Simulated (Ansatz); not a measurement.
# CdSi4O: what a guessed cell relaxes into, part 2 of 3

Aim: relax a trial structure of CdSi4O and see where it ends.

Ansatz 0.2.0; DFT PBE, scalar-relativistic, plane waves, PAW. Earlier steps stand in the parts before.

## Step 3: Relaxation on the finer mesh

Input file input.yaml:

```yaml
crystal:
  lattice:
    - [0.0, 3.64258793, 3.64258793]
    - [3.64258793, 0.0, 3.64258793]
    - [3.64258793, 3.64258793, 0.0]
  atoms:
    - { symbol: Cd, position: [0.5, 0.5, 0.5] }
    - { symbol: Si, position: [0.62783136, 0.12405621, 0.12405621] }
    - { symbol: Si, position: [0.12405621, 0.12405621, 0.12405621] }
    - { symbol: Si, position: [0.12405621, 0.12405621, 0.62783136] }
    - { symbol: Si, position: [0.12405621, 0.62783136, 0.12405621] }
    - { symbol: O, position: [0.75, 0.75, 0.75] }
basis:
  ecutwfc: 420
kpoints:
  mp_grid: { grid: [10, 10, 10] }
hamiltonian:
  xc: pbe
scf:
  occupations: { method: gaussian, width: 0.1 }
output:
  forces: true
  stress: true
  eigenvalues: true
  write_density: true
  write_potential: true
  elf: true
  volumetric_format: npy
relax:
  adjacent_minimum: "off"
  f_tol: 0.01
  max_steps: 80
  cell: { stress_tol: 0.05 }
```

Started as:

```sh
> ansatz run input.yaml --threads 1 --pin off --max-ram 2048MiB --backend cpu --events-out ev --progress --plain --runs-dir out
```

Log:

```text
Warning: RAYON_NUM_THREADS=1 ignored (pool sized by the plan → 1); use --threads N
Engine: ansatz 0.2.0, aarch64-unknown-linux-gnu
Pseudopotentials: kind: paw
Pseudopotential: Cd, paw, valence charge 20, recommended cutoff 420 eV (normal), Cd.paw.azcp
Pseudopotential: Si, paw, valence charge 4, recommended cutoff 420 eV (normal), Si.paw.azcp
Pseudopotential: O, paw, valence charge 6, recommended cutoff 420 eV (normal), O.paw.azcp
Functional definition: PBE
  parameter kappa = 0.804
  parameter beta = 0.06672455060314922
  exchange = pbe_x(kappa = kappa, mu = beta*pi^2/3)
  correlation = pbe_c(beta = beta)
Crystal: 6 atoms, lattice volume = 96.663 Å³
Basis set: ecut = 420 eV, 1917 PW (Γ), exchange–correlation on 72×72×72 points (8 copies of the dense FFT grid, shifted against one another)
Bands: 27, of which v1, the nominal top of the filled ones, is band 21 counted from 1 (20 counted from 0)
Symmetry: 24 space group operations
Space group: F-43m (ITA 216), of the structure as read, at distance tolerance 4.6e-5 Å
k-points: 47 of 1000 (time reversal used)
Non-local potential: Cd, projectors of the file, l = 0: 3, l = 1: 2, l = 2: 2, l = 3: 1
Non-local potential: Si, projectors of the file, l = 0: 2, l = 1: 2, l = 2: 2
Non-local potential: O, projectors of the file, l = 0: 2, l = 1: 2, l = 2: 1
PAW form: soft (Blöchl's): semilocal exchange-correlation on the pseudo side does not see the compensation charge
PAW one-centre angular grid: Cd, 590 points (default); XC on 64 Gauss nodes
PAW one-centre angular grid: Si, 110 points (default); XC on 64 Gauss nodes
PAW one-centre angular grid: O, 110 points (default); XC on 64 Gauss nodes
Initial density: superposition of atomic densities (neutral atoms: chi_scale 0, normalization atom), corrected by the library's trained network
Initial wavefunctions: pseudopotential atomic-orbital guess
Functional: x = pbe(κ = 0.804, μ = 0.2195149727645171), c = pbe(β = 0.06672455060314922)
SCF iter   1: F=—  HF=-11359.254267 eV  |F-HF|=—  |Δ(HF+E_count)|=         —  Δρ=3.18e-3  dr2=1.45e-2  ethr=1.77e-3  ⟨swp⟩=6.2  Hψ=6241  notcnv=0
preconditioner: auto → Kerker (q_TF=auto, 2.374 Å⁻¹)  [metal: Δε(μ)=0.025 eV  Ē_g=8.651 eV  σ=0.100 eV  W_gap=0.14  n_scr=14 (ndim 8)  ℏωp=22.0 eV  f_vac=0.000  D(μ)=2.00/eV (n_scr^D=14)]
SCF iter   2: F=—  HF=-11359.253407 eV  |F-HF|=—  |Δ(HF+E_count)|=   8.61e-4  Δρ=1.90e-3  dr2=5.51e-3  ethr=3.46e-5  ⟨swp⟩=1.1  Hψ=1676  notcnv=0
SCF iter   3: F=—  HF=-11359.252323 eV  |F-HF|=—  |Δ(HF+E_count)|=   1.08e-3  Δρ=5.26e-4  dr2=3.89e-4  ethr=1.31e-5  ⟨swp⟩=2.0  Hψ=1766  notcnv=0
SCF iter   4: F=—  HF=-11359.252268 eV  |F-HF|=—  |Δ(HF+E_count)|=   5.52e-5  Δρ=2.06e-4  dr2=6.62e-5  ethr=9.25e-7  ⟨swp⟩=2.5  Hψ=2044  notcnv=0
SCF iter   5: F=—  HF=-11359.252271 eV  |F-HF|=—  |Δ(HF+E_count)|=   3.42e-6  Δρ=6.09e-5  dr2=3.25e-6  ethr=1.58e-7  ⟨swp⟩=2.5  Hψ=1819  notcnv=0
SCF iter   6: F=—  HF=-11359.252270 eV  |F-HF|=—  |Δ(HF+E_count)|=   7.34e-7  Δρ=2.09e-5  dr2=5.30e-7  ethr=7.74e-9  ⟨swp⟩=2.0  Hψ=1817  notcnv=0
SCF iter   7: F=-11359.252270 eV  HF=-11359.252270 eV  |F-HF|=2.51e-8  |Δ(HF+E_count)|=   1.28e-7  Δρ=5.34e-6  dr2=3.73e-8  ethr=2.38e-10  ⟨swp⟩=11.8  Hψ=8930  notcnv=0
SCF 1 converged in 7 iterations: F = -11359.252270 eV  dr2 = 3.73e-8
relax step   1: F+E_penalty+E_count = -11359.25227005 eV  Δ(F+E_penalty+E_count) = +0.000e0 eV  max|allowed force component| = 1.074e-1 eV/Å  Δτ_max = 0.0000 Å  P = -2.712 GPa  Ω = 96.663 Å³  (7 SCF iters, dr2 threshold 1.00e-7 eV, accepted)
Crystal: 6 atoms, lattice volume = 93.725 Å³
Basis set: ecut = 420 eV, 1837 PW (Γ), exchange–correlation on 72×72×72 points (8 copies of the dense FFT grid, shifted against one another)
Initial density: handed on by an earlier stage of this run
Initial wavefunctions: those handed on with the density
iter 1 solved again at ethr=1.27e-4 eV; its pass at ethr=3.10e-3 eV (dr2=5.33e-2 eV) is discarded
SCF iter   1: F=—  HF=-11359.293010 eV  |F-HF|=—  |Δ(HF+E_count)|=         —  Δρ=5.47e-3  dr2=5.42e-2  ethr=1.27e-4  ⟨swp⟩=1.0  Hψ=6878  notcnv=0
preconditioner: auto → Kerker (q_TF=auto, 2.387 Å⁻¹)  [metal: Δε(μ)=0.053 eV  Ē_g=8.765 eV  σ=0.100 eV  W_gap=0.29  n_scr=14 (ndim 8)  ℏωp=22.4 eV  f_vac=0.000  D(μ)=2.02/eV (n_scr^D=14)]
SCF iter   2: F=—  HF=-11359.288315 eV  |F-HF|=—  |Δ(HF+E_count)|=   4.70e-3  Δρ=2.64e-3  dr2=1.55e-2  ethr=1.27e-4  ⟨swp⟩=1.0  Hψ=1269  notcnv=0
SCF iter   3: F=—  HF=-11359.285921 eV  |F-HF|=—  |Δ(HF+E_count)|=   2.39e-3  Δρ=3.47e-4  dr2=3.31e-4  ethr=3.69e-5  ⟨swp⟩=1.0  Hψ=1269  notcnv=0
SCF iter   4: F=—  HF=-11359.285866 eV  |F-HF|=—  |Δ(HF+E_count)|=   5.46e-5  Δρ=1.32e-4  dr2=1.68e-5  ethr=7.88e-7  ⟨swp⟩=2.1  Hψ=1922  notcnv=0
SCF iter   5: F=—  HF=-11359.285865 eV  |F-HF|=—  |Δ(HF+E_count)|=   8.61e-7  Δρ=2.52e-5  dr2=6.35e-7  ethr=4.00e-8  ⟨swp⟩=2.2  Hψ=1778  notcnv=0
SCF iter   6: F=-11359.285865 eV  HF=-11359.285865 eV  |F-HF|=4.45e-8  |Δ(HF+E_count)|=   1.33e-7  Δρ=9.42e-6  dr2=5.73e-8  ethr=1.43e-9  ⟨swp⟩=9.9  Hψ=9096  notcnv=0
SCF 2 converged in 6 iterations: F = -11359.285865 eV  dr2 = 5.73e-8
relax step   2: F+E_penalty+E_count = -11359.28586514 eV  Δ(F+E_penalty+E_count) = -3.360e-2 eV  max|allowed force component| = 6.632e-2 eV/Å  Δτ_max = 0.0043 Å  P = -0.254 GPa  Ω = 93.725 Å³  energy of the carried Pulay correction = +3.092e-3 eV  (6 SCF iters, dr2 threshold 6.00e-7 eV, accepted)
Crystal: 6 atoms, lattice volume = 93.392 Å³
iter 1 solved again at ethr=2.50e-6 eV; its pass at ethr=3.10e-3 eV (dr2=1.05e-3 eV) is discarded
SCF iter   1: F=—  HF=-11359.287953 eV  |F-HF|=—  |Δ(HF+E_count)|=         —  Δρ=7.05e-4  dr2=1.15e-3  ethr=2.50e-6  ⟨swp⟩=2.6  Hψ=6420  notcnv=0
preconditioner: auto → Kerker (q_TF=auto, 2.388 Å⁻¹)  [metal: Δε(μ)=0.066 eV  Ē_g=8.803 eV  σ=0.100 eV  W_gap=0.35  n_scr=14 (ndim 8)  ℏωp=22.4 eV  f_vac=0.000  D(μ)=1.91/eV (n_scr^D=14)]
SCF iter   2: F=—  HF=-11359.287758 eV  |F-HF|=—  |Δ(HF+E_count)|=   1.95e-4  Δρ=3.95e-4  dr2=3.93e-4  ethr=2.50e-6  ⟨swp⟩=1.0  Hψ=1269  notcnv=0
SCF iter   3: F=—  HF=-11359.287652 eV  |F-HF|=—  |Δ(HF+E_count)|=   1.06e-4  Δρ=4.81e-5  dr2=3.20e-6  ethr=9.37e-7  ⟨swp⟩=2.0  Hψ=1689  notcnv=0
SCF iter   4: F=—  HF=-11359.287649 eV  |F-HF|=—  |Δ(HF+E_count)|=   3.12e-6  Δρ=1.67e-5  dr2=4.57e-7  ethr=7.63e-9  ⟨swp⟩=2.7  Hψ=2197  notcnv=0
iter 5 did not close the SCF: its close was put off for the readings that it lacked (scf_convergence_deferred on its scf_iter line)
SCF iter   5: F=-11359.287649 eV  HF=-11359.287649 eV  |F-HF|=6.48e-9  |Δ(HF+E_count)|=   7.40e-8  Δρ=4.85e-6  dr2=1.50e-8  ethr=1.09e-9  ⟨swp⟩=2.1  Hψ=1734  notcnv=0
SCF iter   6: F=-11359.287649 eV  HF=-11359.287649 eV  |F-HF|=2.90e-9  |Δ(HF+E_count)|=   1.24e-9  Δρ=2.36e-6  dr2=3.86e-9  ethr=3.56e-11  ⟨swp⟩=5.8  Hψ=7251  notcnv=0
SCF 3 converged in 6 iterations: F = -11359.287649 eV  dr2 = 3.86e-9
relax step   3: F+E_penalty+E_count = -11359.28764914 eV  Δ(F+E_penalty+E_count) = -1.784e-3 eV  max|allowed force component| = 9.935e-3 eV/Å  Δτ_max = 0.0046 Å  P = +0.052 GPa  Ω = 93.392 Å³  energy of the carried Pulay correction = +3.449e-3 eV  (6 SCF iters, dr2 threshold 2.75e-7 eV, accepted)
Crystal: 6 atoms, lattice volume = 93.448 Å³
iter 1 solved again at ethr=1.20e-7 eV; its pass at ethr=3.10e-3 eV (dr2=5.04e-5 eV) is discarded
SCF iter   1: F=—  HF=-11359.287633 eV  |F-HF|=—  |Δ(HF+E_count)|=         —  Δρ=1.60e-4  dr2=5.25e-5  ethr=1.20e-7  ⟨swp⟩=1.7  Hψ=5652  notcnv=0
preconditioner: auto → Kerker (q_TF=auto, 2.388 Å⁻¹)  [metal: Δε(μ)=0.063 eV  Ē_g=8.803 eV  σ=0.100 eV  W_gap=0.34  n_scr=14 (ndim 8)  ℏωp=22.4 eV  f_vac=0.000  D(μ)=1.91/eV (n_scr^D=14)]
SCF iter   2: F=—  HF=-11359.287636 eV  |F-HF|=—  |Δ(HF+E_count)|=   2.95e-6  Δρ=7.62e-5  dr2=1.47e-5  ethr=1.20e-7  ⟨swp⟩=1.0  Hψ=1269  notcnv=0
SCF iter   3: F=—  HF=-11359.287609 eV  |F-HF|=—  |Δ(HF+E_count)|=   2.66e-5  Δρ=1.03e-5  dr2=1.44e-7  ethr=3.51e-8  ⟨swp⟩=2.0  Hψ=1610  notcnv=0
SCF iter   4: F=—  HF=-11359.287625 eV  |F-HF|=—  |Δ(HF+E_count)|=   1.60e-5  Δρ=3.57e-6  dr2=1.70e-8  ethr=3.42e-10  ⟨swp⟩=2.0  Hψ=1991  notcnv=0
iter 5 did not close the SCF: its close was put off for the readings that it lacked (scf_convergence_deferred on its scf_iter line)
SCF iter   5: F=-11359.287625 eV  HF=-11359.287625 eV  |F-HF|=2.00e-9  |Δ(HF+E_count)|=   2.10e-9  Δρ=2.00e-6  dr2=2.45e-9  ethr=4.06e-11  ⟨swp⟩=2.0  Hψ=2187  notcnv=0
SCF iter   6: F=-11359.287625 eV  HF=-11359.287625 eV  |F-HF|=7.28e-12  |Δ(HF+E_count)|=  8.22e-10  Δρ=4.04e-7  dr2=1.15e-10  ethr=5.84e-12  ⟨swp⟩=5.0  Hψ=6739  notcnv=0
SCF 4 converged in 6 iterations: F = -11359.287625 eV  dr2 = 1.15e-10
relax step   4: F+E_penalty+E_count = -11359.28762521 eV  Δ(F+E_penalty+E_count) = +2.393e-5 eV  max|allowed force component| = 6.370e-5 eV/Å  Δτ_max = 0.0008 Å  P = -0.000 GPa  Ω = 93.448 Å³  energy of the carried Pulay correction = +3.389e-3 eV  (6 SCF iters, dr2 threshold 6.79e-9 eV, accepted)
Initial wavefunctions: pseudopotential atomic-orbital guess (no wavefunctions were taken with the density)
iter 1 solved again at ethr=1.81e-6 eV; its pass at ethr=3.10e-3 eV (dr2=7.59e-4 eV) is discarded
SCF iter   1: F=—  HF=-11359.284691 eV  |F-HF|=—  |Δ(HF+E_count)|=         —  Δρ=1.38e-4  dr2=3.58e-6  ethr=1.81e-6  ⟨swp⟩=3.0  Hψ=8908  notcnv=0
eigensolver tolerance schedule: the retry pair's looser diagonalisation over-reported the residual by 210.96 of it (diagonalisation noise at 0.14 of the residual, at the tolerance the schedule requests for it); recorded, not acted on — ethr = c·dr2/N_el stays at c = 1.0e-1
preconditioner: auto → Kerker (q_TF=auto, 2.388 Å⁻¹)  [metal: Δε(μ)=0.063 eV  Ē_g=8.802 eV  σ=0.100 eV  W_gap=0.34  n_scr=14 (ndim 8)  ℏωp=22.4 eV  f_vac=0.000  D(μ)=1.91/eV (n_scr^D=14)]
SCF iter   2: F=—  HF=-11359.284692 eV  |F-HF|=—  |Δ(HF+E_count)|=   1.19e-6  Δρ=6.60e-5  dr2=5.96e-7  ethr=8.53e-9  ⟨swp⟩=2.0  Hψ=2202  notcnv=0
SCF iter   3: F=—  HF=-11359.284693 eV  |F-HF|=—  |Δ(HF+E_count)|=   1.24e-6  Δρ=1.06e-5  dr2=2.86e-8  ethr=1.42e-9  ⟨swp⟩=2.0  Hψ=2067  notcnv=0
SCF iter   4: F=—  HF=-11359.284693 eV  |F-HF|=—  |Δ(HF+E_count)|=   3.45e-8  Δρ=2.17e-6  dr2=2.22e-9  ethr=6.81e-11  ⟨swp⟩=2.0  Hψ=2033  notcnv=0
SCF iter   5: F=—  HF=-11359.284693 eV  |F-HF|=—  |Δ(HF+E_count)|=   1.01e-9  Δρ=2.17e-7  dr2=8.34e-11  ethr=5.30e-12  ⟨swp⟩=2.0  Hψ=2046  notcnv=0
SCF iter   6: F=-11359.284693 eV  HF=-11359.284693 eV  |F-HF|=1.82e-12  |Δ(HF+E_count)|=  1.27e-11  Δρ=5.53e-8  dr2=3.31e-12  ethr=1.00e-12  ⟨swp⟩=5.9  Hψ=5353  notcnv=0
SCF 5 converged in 6 iterations: F = -11359.284693 eV  dr2 = 3.31e-12
relax step   5: F+E_penalty+E_count = -11359.28469310 eV  Δ(F+E_penalty+E_count) = +2.932e-3 eV  max|allowed force component| = 6.003e-5 eV/Å  Δτ_max = 0.0000 Å  P = -0.049 GPa  Ω = 93.448 Å³  stress off target by 4.88e-2 GPa  SCF on the basis re-selected at this cell (its energy is not comparable with the rows above)  (6 SCF iters)
basis re-selected at this cell: Δ(F+E_penalty+E_count) = +2.932e-3 eV, ΔP = -0.049 GPa vs the last step (what re-selecting the basis moved, of the pressure what is left beyond the Pulay correction that the steps carried, after the strain that the cell walked since its last selection, with what the two solves' SCF thresholds leave and, on support functions, any second-order correction that the steps lacked; it is no measure of the basis error at this ecutwfc). This SCF's stress stands 4.88e-2 GPa from its target on what of the cell is left free (relax.cell.stress_tol is 5.00e-2 GPa) and its largest allowed force component is 6.00e-5 eV/Å (relax.f_tol is 1.00e-2 eV/Å): within both
SCF converged after 6 iterations
Free energy (F): -11359.284693 eV
Harris-Foulkes:  -11359.284693 eV  (|F-HF|=1.82e-12)
Internal energy: -11359.275155 eV  (E = F + TS)
E sigma→0 (E₀):  -11359.279924 eV
Entropy (-TS):   -0.009538 eV (-1.590 meV/atom)
Fermi energy:    9.819051 eV
--- Per-component energies (eV) ---
  E_band       = -394.154836
  E_kinetic    = 835.326700
  E_local      = -4328.073563  (includes V_loc(G=0)·N_el)
  E_nonlocal   = 184.478719
  E_hartree    = 1999.266665
  E_xc         = -471.316796
  E_vxc        = -502.633824  (∫ρ·V_xc dr)
  E_paw        = -6288.565059  (= ΣΔE_a)
  E_vpaw       = -581.788542  (= ΣTr[D̂ρ^β])
  E_aug_tail   = 0.002323  (compensation charges beyond the density's cutoff)
  E_ewald      = -3290.394145
  E_smearing   = -0.009538  (= −TS)
  E_closure    = 0.000000  (closes the sum)
  Σ components = -11359.284693   (vs F -11359.284693, Δ=0.00e0)
--- Forces (eV/Å), atoms counted from 1 ---
  atom   1  Cd    -0.00000000    -0.00000000    -0.00000000
  atom   2  Si     0.00006003    -0.00006003    -0.00006003
  atom   3  Si     0.00006003     0.00006003     0.00006003
  atom   4  Si    -0.00006003    -0.00006003     0.00006003
  atom   5  Si    -0.00006003     0.00006003    -0.00006003
  atom   6  O     -0.00000000    -0.00000000    -0.00000000
  max |Σ_I F_I| component: 1.87e-16 eV/Å
--- Stress (GPa, compression-positive) ---
       -0.048849      -0.000000      -0.000000
       -0.000000      -0.048849       0.000000
       -0.000000      -0.000000      -0.048849
  P = ⅓ Tr σ = -0.0488 GPa (-0.488 kbar)
--- Band table (eV; the first three rows and the last of 47) ---
  k-point 0: bands = ["-92.8884", "-53.9547", "-53.9547", "-53.9547", "-6.4117", "-2.5988", "0.9535", "0.9535", "0.9535", "0.9950", "0.9950", "2.9584", "5.1037", "5.1037", "5.1037", "5.9481", "5.9481", "5.9481", "8.2628", "8.2628", "8.2628", "8.6528", "9.1014", "9.1014", "14.0424", "14.0424", "14.0424"]
  k-point 1: bands = ["-92.8884", "-53.9547", "-53.9547", "-53.9547", "-6.3992", "-2.5618", "0.9423", "0.9530", "0.9530", "0.9942", "0.9942", "2.6711", "4.8222", "4.9611", "4.9611", "6.1576", "6.1576", "6.4928", "7.9028", "7.9454", "7.9454", "9.4042", "9.4879", "9.4879", "13.7060", "14.1356", "14.1356"]
  k-point 2: bands = ["-92.8884", "-53.9547", "-53.9547", "-53.9547", "-6.3665", "-2.4498", "0.8747", "0.9302", "0.9302", "1.0143", "1.0143", "2.0709", "4.4775", "4.7528", "4.7528", "6.3925", "6.3925", "7.2944", "7.7305", "7.7305", "7.9806", "10.0510", "10.0510", "10.5085", "13.0178", "14.2534", "14.2534"]
  k-point 46: bands = ["-92.8884", "-53.9547", "-53.9547", "-53.9547", "-6.2516", "-1.1127", "-1.0159", "0.9232", "1.1095", "1.1257", "1.3217", "1.3971", "2.2112", "3.1744", "5.7363", "6.0826", "7.5666", "8.7443", "8.9134", "9.0178", "9.5358", "11.0766", "11.5112", "11.6987", "11.9031", "14.4252", "14.5485"]
--- Relaxed structure (4 steps of the walk, 4 accepted, 1 SCFs on fresh bases) ---
  F+E_penalty+E_count = -11359.28469310 eV   max|allowed force component| = 6.003e-5 eV/Å   (the final SCF, on the basis selected at the relaxed cell)
  cell:  # Å, volume = 93.4481 Å³
    - [3.235561240888699e-33, 3.6017496231938533, 3.6017496231938533]
    - [3.6017496231938533, 3.0062694994083983e-33, 3.6017496231938533]
    - [3.6017496231938533, 3.6017496231938533, 2.8279314782570526e-33]
  atoms:
    - { symbol: Cd, position: [0.49999999999999994, 0.49999999999999994, 0.49999999999999994] }
    - { symbol: Si, position: [0.6301580994602716, 0.12328063351324275, 0.12328063351324275] }
    - { symbol: Si, position: [0.12328063351324273, 0.12328063351324273, 0.12328063351324273] }
    - { symbol: Si, position: [0.12328063351324273, 0.12328063351324273, 0.6301580994602716] }
    - { symbol: Si, position: [0.12328063351324275, 0.6301580994602716, 0.12328063351324275] }
    - { symbol: O, position: [0.75, 0.75, 0.75] }
```

It took 62 s on 1 thread of Arm Neoverse V2, shared host; peak memory 0.4 GiB.

The steps of the relaxation:

```
step  E - E(step 1) (eV/cell)  largest force component (eV/Å)  pressure (GPa)  volume (Å³)
   1                   0.0000                          0.1074           -2.71        96.66
   2                  -0.0336                          0.0663           -0.25        93.73
   3                  -0.0354                          0.0099            0.05        93.39
   4                  -0.0354                          0.0001            0.00        93.45
   5                  -0.0324                          0.0001           -0.05        93.45
```

Step 1 is the start. Step 5 repeats the geometry before it on a plane-wave basis chosen anew for that cell, so its energy need not be comparable with the rows above.

Lengths and angles in the start's conventional setting:

|  | before | after | change |
| --- | --- | --- | --- |
| a (Å) | 7.285 | 7.203 | -1.1 % |
| b (Å) | 7.285 | 7.203 | -1.1 % |
| c (Å) | 7.285 | 7.203 | -1.1 % |
| volume (Å³/atom) | 16.11 | 15.57 | -3.3 % |
| shortest distance (Å) | 2.556 | 2.512 | -1.7 % |
| space group (0.01 Å) | F-43m | F-43m | same |

Forces and stress were held to the start's 24 operations: a distortion of lower symmetry was not tested.

Axes a, b and c in the maps are those of this run's conventional cell (a, b, c = 7.203, 7.203, 7.203 Å).

Density in a lattice plane of the grid's cell (edges 7.20 and 7.20 Å, at 0.123 of the third edge), which holds Si.

Ten even steps from ' ' (0.09 e/Å³) to '@' (1.30 e/Å³):
```
::::::....::..    ..::==**==..            ......
::::      ::::..    ....::..                  ..
....      ::::....                            ..
..::::..::::::........            ..::..        
  ..::::::::::::::::::..        ..::--::..      
    ........::::::..::::..        ..::..        
        ....::::      ......                    
::....    ..::::      ::::..                  ..
**==::..    ..::....::::::......            ..==
@@##::..      ....::::::::::::::....      ..::##
**==..            ......::::::....::..    ..::==
::..                  ..::::      ::::..    ....
                      ......      ::::....      
          ..::..        ..::::..::::::........  
        ..::--::..        ..::::::::::::::::::..
..        ..::..            ........::::::..::::
....                            ....::::      ..
::..                  ..::....    ..::::      ::
::......            ..==**==::..    ..::....::::
::::::::....      ..::##@@##::..      ....::::::
```
Columns run along the first of these edges and rows up along the second, over one cell in 24 and 20 even steps from the bottom left corner. Atoms in the plane (fractional): Si at (0.12, 0.88), Si at (0.62, 0.38), Si at (0.38, 0.62), Si at (0.88, 0.12).

ELF in the same plane.

Ten even steps from '0' (0.07) to '9' (0.72):
```
997668852112221000124568
974647974211110000000136
864647975421100002210015
887679987764200035652004
589999899998520147874102
246778997678840025653000
112457974656851001220000
111247974647963100000001
221125886679986542100012
331112578999999987521113
221000124568997668852112
110000000136974647974211
100002210015864647975421
200035652004887679987764
520147874102589999899998
840025653000246778997678
851001220000112457974656
963100000001111247974647
986542100012221125886679
999987521113331112578999
```
Columns run along the first of these edges and rows up along the second, over one cell in 24 and 20 even steps from the bottom left corner. Atoms in the plane (fractional): Si at (0.12, 0.88), Si at (0.62, 0.38), Si at (0.38, 0.62), Si at (0.88, 0.12).

Both are smooth fields of the valence electrons: close to the nuclei they are not physical.

The highest ELF values outside the cores: 0.83 in the shell around O, 0.6 Å from O; 0.81 on the Si–Si line, 1.0 Å from Si; 0.72 beside Si, off the lines to its neighbours, 0.9 Å from Si.

(Part 2 of 3 ends here.)
